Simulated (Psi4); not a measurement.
**One shape, several levels: triplet SnH3OF**

We compute a comparison of 3 runs (UB3LYP/def2-SVPD, UBHLYP/def2-SVPD, UCAM-B3LYP/def2-SVPD) of triplet SnH3OF. 

The calculation is run with Psi4 1.11.

6 further runs of the same task are left out: 6 that didn't finish. Runs told in other sessions of the task aren't counted.

## Step 1: The molecule

SnH3OF: 6 atoms, total charge 0, spin state triplet. As SMILES of the parent species, `[OH][SnH2][F]`. Geometry: relaxed at PBE0-D4/def2-TZVP. This is one conformer, not always the lowest. That shape belongs to the parent species and isn't relaxed for this state.

Bond lengths: O1–Sn2 1.948 Å, Sn2–F3 1.922 Å, O1–H4 0.960 Å, Sn2–H5 1.701 Å, Sn2–H6 1.692 Å. Angles: O1–Sn2–F3 105.3°, O1–Sn2–H5 111.8°, O1–Sn2–H6 106.0°, F3–Sn2–H5 104.3°, F3–Sn2–H6 107.5°, Sn2–O1–H4 114.0°, H5–Sn2–H6 120.8°.

## Step 2: A single-point energy at UB3LYP/def2-SVPD (core potential) (run 1)

Contents of input.dat:

```
memory 2.2 GB

molecule mol {
  0 3
  O     -2.67282863    -0.62927880    -0.80313360
  Sn     0.57126421     0.48358092     0.53611530
  F      2.66281308    -2.48517883     0.57088626
  H     -2.58627917    -1.29578520    -2.48820239
  H      2.07132881     2.48895828    -1.47795480
  H      0.03307021     1.31657219     3.57517286
  units au
  symmetry c1
}

set {
  basis def2-SVPD
  reference uks
  puream true
  e_convergence 1e-09
  d_convergence 1e-08
  scf_type pk
  dft_radial_points 99
  dft_spherical_points 590
  maxiter 100
}

result, w = energy("b3lyp", return_wfn=True)
oeprop(w, "DIPOLE", "WIBERG_LOWDIN_INDICES", "LOWDIN_CHARGES", title="B3LYP")
```

Command:

```
$ psi4 input.dat output.dat -n 1
```

output.dat:

```text
[...]
    !!!  WARNING: ECP capability is in beta. Please check occupations closely.  !!!
[...]
  Running in c1 symmetry.
[...]
  Nuclear repulsion =  145.590402903638193
[...]
  Multiplicity = 3
[...]
  Nalpha       = 22
  Nbeta        = 20
[...]
    Number of basis functions: 102
[...]
   @UKS iter   1:  -390.43416168479348   -8.06146e-01   1.00939e-02 DIIS/ADIIS
[...]
   @UKS iter  24:  -390.91796683737385   -5.96856e-12   2.77733e-09 DIIS
[...]
   @S^2 Observed:                2.013904224E+00
[...]
    Orbital Energies [Eh]
    ---------------------
    Alpha Occupied:
       1A    -24.655017     2A    -19.238078     3A     -5.137711
       4A     -3.481274     5A     -3.478325     6A     -3.476108
       7A     -1.137899     8A     -1.104612     9A     -1.065699
      10A     -1.061685    11A     -1.059420    12A     -1.044584
      13A     -1.020637    14A     -0.594917    15A     -0.521328
      16A     -0.457651    17A     -0.433787    18A     -0.413965
      19A     -0.410084    20A     -0.386432    21A     -0.370042
      22A     -0.112967
    Alpha Virtual:
      23A     -0.038324    24A     -0.033256    25A      0.006452
[...]
  @UKS Final Energy:  -390.91796683737385
   => Energetics <=
    Nuclear Repulsion Energy =            145.5904029036381928
    One-Electron Energy =                -910.4788616575908691
    Two-Electron Energy =                 404.9713498572028243
    DFT Exchange-Correlation Energy =     -31.0008579406239697
    Empirical Dispersion Energy =           0.0000000000000000
    VV10 Nonlocal Energy =                  0.0000000000000000
    Total Energy =                       -390.9179668373738537
  UHF NO Occupations:
  HONO-2 :   20  A 1.9955394
  HONO-1 :   21  A 1.0000000
[...]
 Multipole Moments:
 ------------------------------------------------------------------------------------
     Multipole            Electronic (a.u.)      Nuclear  (a.u.)        Total (a.u.)
 ------------------------------------------------------------------------------------
 L = 1.  Multiply by 2.5417464519 to convert [e a0] to [Debye]
 Dipole X            :          5.1056991           -5.5037723           -0.3980731
 Dipole Y            :         15.8742737          -15.1119238            0.7623499
 Dipole Z            :          6.0442832           -6.3430160           -0.2987328
 Magnitude           :                                                    0.9104289
[...]
```

Run time: 38 s. Hardware: 1 thread of Intel Xeon 6975P-C (Granite Rapids), shared host; peak memory 0.86 GiB.

## Step 3: A single-point energy at UBHLYP/def2-SVPD (core potential) (run 2)

Contents of job.json:

```json
{
  "schema_name": "qcschema_input",
  "schema_version": 1,
  "molecule": {
    "schema_name": "qcschema_molecule",
    "schema_version": 2,
    "symbols": ["O", "Sn", "F", "H", "H", "H"],
    "geometry": [-2.67282863, -0.6292788, -0.8031336, 0.57126421, 0.48358092, 0.5361153, 2.66281308, -2.48517883, 0.57088626, -2.58627917, -1.2957852, -2.48820239, 2.07132881, 2.48895828, -1.4779548, 0.03307021, 1.31657219, 3.57517286],
    "molecular_charge": 0,
    "molecular_multiplicity": 3,
    "fix_symmetry": "c1",
    "fix_com": true,
    "fix_orientation": true
  },
  "driver": "energy",
  "model": {
    "method": "bhhlyp",
    "basis": "def2-SVPD"
  },
  "keywords": {
    "reference": "uks",
    "puream": true,
    "e_convergence": 1e-09,
    "d_convergence": 1e-06,
    "scf_type": "pk",
    "dft_radial_points": 99,
    "dft_spherical_points": 590,
    "maxiter": 100,
    "soscf": true,
    "soscf_start_convergence": 0.001,
    "scf_properties": ["LOWDIN_CHARGES", "MAYER_INDICES", "DIPOLE"]
  }
}
```

Command:

```
$ psi4 --qcschema job.json -n 1 --memory 2200MB
```

stdout:

```text
[...]
    !!!  WARNING: ECP capability is in beta. Please check occupations closely.  !!!
[...]
  Running in c1 symmetry.
[...]
  Nuclear repulsion =  145.590402903638193
[...]
  Multiplicity = 3
[...]
  Nalpha       = 22
  Nbeta        = 20
[...]
    Number of basis functions: 102
[...]
   @UKS iter   1:  -390.26736481083071   -1.16517e+00   9.16763e-03 DIIS/ADIIS
[...]
   @UKS iter  20:  -390.68590533465249   -8.35030e-10   8.04891e-08 SOKS, nmicro=conv
[...]
   @S^2 Observed:                2.008088521E+00
[...]
    Orbital Energies [Eh]
    ---------------------
    Alpha Occupied:
       1A    -25.260166     2A    -19.873020     3A     -5.437363
       4A     -3.725189     5A     -3.720653     6A     -3.716677
       7A     -1.308485     8A     -1.277255     9A     -1.186819
      10A     -1.185897    11A     -1.181063    12A     -1.177201
      13A     -1.160867    14A     -0.723202    15A     -0.644522
      16A     -0.621667    17A     -0.549511    18A     -0.482315
      19A     -0.481136    20A     -0.461530    21A     -0.407982
      22A     -0.145426
    Alpha Virtual:
      23A     -0.001255    24A      0.005780    25A      0.035838
[...]
  @UKS Final Energy:  -390.68590533465249
   => Energetics <=
    Nuclear Repulsion Energy =            145.5904029036381928
    One-Electron Energy =                -910.0375790481070908
    Two-Electron Energy =                 393.6164614209776573
    DFT Exchange-Correlation Energy =     -19.8551906111612055
    Empirical Dispersion Energy =           0.0000000000000000
    VV10 Nonlocal Energy =                  0.0000000000000000
    Total Energy =                       -390.6859053346524888
  UHF NO Occupations:
  HONO-2 :   20  A 1.9976747
  HONO-1 :   21  A 1.0000000
[...]
 Multipole Moments:
 ------------------------------------------------------------------------------------
     Multipole            Electronic (a.u.)      Nuclear  (a.u.)        Total (a.u.)
 ------------------------------------------------------------------------------------
 L = 1.  Multiply by 2.5417464519 to convert [e a0] to [Debye]
 Dipole X            :        -15.5296544           14.6686211           -0.8610332
 Dipole Y            :         14.9410794          -14.2523144            0.6887650
 Dipole Z            :        -10.2515770           10.1164598           -0.1351172
 Magnitude           :                                                    1.1108700
[...]
```

The result, in JSON:

```text
{
 "driver": "energy",
 "model": {
  "method": "bhhlyp",
  "basis": "def2-SVPD"
 },
 "success": true,
 "return_result": -390.6859053346525,
 "properties": {
  "calcinfo_nbasis": 102,
  "calcinfo_nmo": 102,
  "calcinfo_nalpha": 22,
  "calcinfo_nbeta": 20,
  "calcinfo_natom": 6,
  "nuclear_repulsion_energy": 145.5904029036382,
  "return_energy": -390.6859053346525,
  "scf_one_electron_energy": -910.0375790481071,
  "scf_two_electron_energy": 393.61646142097766,
  "scf_xc_energy": -19.855190611161206,
  "scf_dipole_moment": [-0.8610332059232064, 0.6887650275469017, -0.13511721346710637],
  "scf_total_energy": -390.6859053346525,
  "scf_iterations": 20
 }
}
```

Run time: 2.9 min. Hardware: 1 thread of Intel Xeon 6975P-C (Granite Rapids), shared host; peak memory 0.86 GiB.

## Step 4: A single-point energy at UCAM-B3LYP/def2-SVPD (core potential) (run 3)

Contents of input.dat:

```
memory 2200 mb

molecule m {
  0 3
  O     -1.414400    -0.333000    -0.425000
  Sn     0.302300     0.255900     0.283700
  F      1.409100    -1.315100     0.302100
  H     -1.368600    -0.685700    -1.316700
  H      1.096100     1.317100    -0.782100
  H      0.017500     0.696700     1.891900
  symmetry c1
}

set {
  reference uks
  puream true
  e_convergence 1e-09
  d_convergence 1e-06
  scf_type pk
  dft_radial_points 99
  dft_spherical_points 590
  maxiter 100
  soscf true
  soscf_start_convergence 0.001
}

energy("cam-b3lyp/def2-SVPD")
```

Command:

```
$ psi4 -i input.dat -o output.dat -n 1
```

output.dat:

```text
[...]
    !!!  WARNING: ECP capability is in beta. Please check occupations closely.  !!!
[...]
  Running in c1 symmetry.
[...]
  Nuclear repulsion =  145.590402924990826
[...]
  Multiplicity = 3
[...]
  Nalpha       = 22
  Nbeta        = 20
[...]
    Number of basis functions: 102
[...]
   @UKS iter   1:  -390.35234110004996   -1.12854e+00   9.45443e-03 ADIIS/DIIS
[...]
   @UKS iter  26:  -390.76974950723206   -4.45198e-10   1.02261e-07 SOKS, nmicro=conv
[...]
   @S^2 Observed:                2.011996990E+00
[...]
    Orbital Energies [Eh]
    ---------------------
    Alpha Occupied:
       1A    -24.721511     2A    -19.363283     3A     -5.213018
       4A     -3.559238     5A     -3.555681     6A     -3.552047
       7A     -1.218599     8A     -1.207361     9A     -1.137729
      10A     -1.135705    11A     -1.132197    12A     -1.123938
      13A     -1.104556    14A     -0.692368    15A     -0.608952
      16A     -0.577743    17A     -0.529728    18A     -0.474312
      19A     -0.471230    20A     -0.451922    21A     -0.417899
      22A     -0.157595
    Alpha Virtual:
      23A      0.005681    24A      0.008369    25A      0.040975
[...]
  @UKS Final Energy:  -390.76974950723206
   => Energetics <=
    Nuclear Repulsion Energy =            145.5904029249908262
    One-Electron Energy =                -910.1001156406475729
    Two-Electron Energy =                 401.6032639846477537
    DFT Exchange-Correlation Energy =     -27.8633007762230775
    Empirical Dispersion Energy =           0.0000000000000000
    VV10 Nonlocal Energy =                  0.0000000000000000
    Total Energy =                       -390.7697495072320635
  UHF NO Occupations:
  HONO-2 :   20  A 1.9955154
  HONO-1 :   21  A 1.0000000
[...]
 Multipole Moments:
 ------------------------------------------------------------------------------------
     Multipole            Electronic (a.u.)      Nuclear  (a.u.)        Total (a.u.)
 ------------------------------------------------------------------------------------
 L = 1.  Multiply by 2.5417464519 to convert [e a0] to [Debye]
 Dipole X            :          4.8182010           -5.5037722           -0.6855713
 Dipole Y            :         15.8259108          -15.1119238            0.7139870
 Dipole Z            :          6.1301250           -6.3430160           -0.2128910
 Magnitude           :                                                    1.0124762
[...]
```

It took 5.3 min on 1 thread of Intel Xeon 6975P-C (Granite Rapids), shared host; peak memory 0.95 GiB.

## Step 5: The series

| run | level | properties | density convergence threshold | energy (Eh) | dipole moment (D) | HOMO energy (eV) | ⟨S²⟩ | wall time |
| --- | --- | --- | --- | --- | --- | --- | --- | --- |
| 1 | UB3LYP/def2-SVPD (core potential) | (dipole, wiberg, lowdin) | 1e-08 | -390.917967 | 2.31 | -3.07 | 2.014 | 38 s |
| 2 | UBHLYP/def2-SVPD (core potential) | (lowdin, mayer, dipole) | 1e-06 | -390.685905 | 2.82 | -3.96 | 2.008 | 2.9 min |
| 3 | UCAM-B3LYP/def2-SVPD (core potential) | – | 1e-06 | -390.769750 | 2.57 | -4.29 | 2.012 | 5.3 min |

## Step 6: Summary of results

| quantity | value |
| --- | --- |
| run 3: total energy | -390.76975 Eh |
| run 3: dipole moment | 2.57 D |
| run 3: HOMO energy (highest over α and β) | -4.29 eV |
| run 3: ⟨S²⟩ | 2.012 |

In words: The dipole moment (its size) runs from 2.31 D (UB3LYP/def2-SVPD) to 2.82 D (UBHLYP/def2-SVPD). Totals of different functionals can't be ranked against each other. All runs together took 8.8 min, the longest 5.3 min.
